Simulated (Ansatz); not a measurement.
# GeH₄OSe: up Jacob's ladder to CCSD(T)

Aim: compute GeH₄OSe with functionals from several rungs and with coupled cluster. The yardstick is the atomisation energy at the CCSD(T) limit.

Computed with Ansatz 0.2.0, Gaussian basis. Level: functionals in def2-TZVPP, the program's frozen cores in correlated methods.

The runs, in order: LDA (SPW92), PBE-D4, revPBE-D4, BLYP-D4, r2SCAN-D4, B97M-V, PBE0-D4, B3LYP-D4, r2SCANh-D4, r2SCAN0-D4, HSE06-D4, BHLYP-D4, CAM-B3LYP-D4, LC-ωPBE, ωB97X-V, ωB97M-V, B2PLYP, PBE-QIDH; CCSD(T)/def2-SVP; CCSD(T)/def2-TZVPP; MP2/def2-QZVPP; extrapolation to the limit; RPA on PBE.

**1. The relaxed structure**

The geometry comes from an earlier relaxation with PBE0-D4 in a triple-zeta def2 set; it is a stationary point, not always the lowest conformer.

SMILES `[OH][GeH2][SeH]`, 7 atoms, charge 0, spin multiplicity 1.

Atoms are counted from 1 here; the program's logs count them from 0.

Bond lengths: O1–Ge2 1.777 Å, O1–H4 0.961 Å, Ge2–Se3 2.352 Å, Ge2–H5 1.530 Å, Ge2–H6 1.538 Å, Se3–H7 1.469 Å. Angles: Ge2–O1–H4 112.2°, O1–Ge2–Se3 110.9°, O1–Ge2–H5 103.9°, O1–Ge2–H6 111.2°, Se3–Ge2–H5 112.4°, Se3–Ge2–H6 104.8°, H5–Ge2–H6 113.7°, Ge2–Se3–H7 92.5°.

**2. LDA**

This LDA is Slater exchange with PW92 correlation.

The input, in.yaml:

```yaml
crystal:
  periodic: [false, false, false]
  atoms:
    - {symbol: O, position_ang: [-1.377466, -0.355559, -0.756099]}
    - {symbol: Ge, position_ang: [-0.164532, 0.561308, 0.163307]}
    - {symbol: Se, position_ang: [1.633956, -0.818875, 0.790591]}
    - {symbol: H, position_ang: [-1.597182, -1.189943, -0.334045]}
    - {symbol: H, position_ang: [0.260471, 1.674754, -0.796605]}
    - {symbol: H, position_ang: [-0.745516, 1.077811, 1.490541]}
    - {symbol: H, position_ang: [2.051568, -1.017497, -0.603389]}
basis:
  gaussian: {orbitals: def2-TZVPP}
hamiltonian: {xc: lda}
output: {orbitals: {seedname: orbitals}}
```

The run is started by

```bash
$ ansatz run in.yaml --threads 2 --pin off --events-out ev --progress --plain --max-ram 4352MiB
```

Further steps of the session: PBE-D4 (GGA); revPBE-D4 (GGA); BLYP-D4 (GGA); r2SCAN-D4 (meta-GGA); B97M-V (meta-GGA); B3LYP-D4 (hybrid); r2SCANh-D4 (hybrid); r2SCAN0-D4 (hybrid); HSE06-D4 (hybrid); BHLYP-D4 (hybrid); CAM-B3LYP-D4 (range-separated); LC-ωPBE (range-separated); ωB97X-V (range-separated); ωB97M-V (range-separated); B2PLYP (double hybrid); PBE-QIDH (double hybrid); CCSD(T) in def2-SVP; CCSD(T) in def2-TZVPP; MP2 in def2-QZVPP; RPA on PBE orbitals.

**Question.** What will the summary of the whole plan be? Wanted: atomisation energy, CCSD(T)/CBS; farthest beyond LDA; mean size of error, GGA; mean size of error, meta-GGA; mean size of error, hybrid; mean size of error, range-separated; mean size of error, double hybrid; gap, smallest and largest; T1 diagnostic.

The runs gave:

```
                               quantity                                  value
        atomisation energy, CCSD(T)/CBS                              21.262 eV
    functionals within 0.213 eV (1.0 %)     PBE-D4, r2SCAN-D4, B97M-V, ωB97X-V
                    farthest beyond LDA                   BHLYP-D4 (-1.060 eV)
                mean size of error, GGA                               0.413 eV
           mean size of error, meta-GGA                               0.129 eV
             mean size of error, hybrid                               0.579 eV
    mean size of error, range-separated                               0.361 eV
      mean size of error, double hybrid                               0.544 eV
              gap, smallest and largest  4.81 eV (BLYP-D4), 11.85 eV (LC-ωPBE)
                          T1 diagnostic                                 0.0105
triples share of the correlation energy                                  3.5 %
```

In words: LDA overbinds by 3.083 eV (15 %). PBE-D4 is off by -0.116 eV. Double hybrids carry the basis error of their MP2 part in triple zeta, and no dispersion term here, so their miss is partly the set-up's. By mean error the best rung here is meta-GGA (0.129 eV) and the worst beyond LDA is hybrid (0.579 eV). The mean of the hybrids holds BHLYP, with half exact exchange. The reference freezes the cores and leaves out relativity and excitations past (T), and its outer-core shells are covered unevenly, so misses under about 0.213 eV can't be ranked. All levels share the lack of spin-orbit coupling, which lowers the free heavy atoms and so the true binding. Hartree-Fock recovers 67 % of the binding; the rest is correlation. CCSD(T) in def2-SVP is off by -1.865 eV, more than most functionals: a good method in a small basis is no reference. The gap grows from 4.8 to 11.9 eV across the functionals, mostly with the share of exact exchange. Correlated methods include outer-core shells of Ge, Se, which these sets cover unevenly.
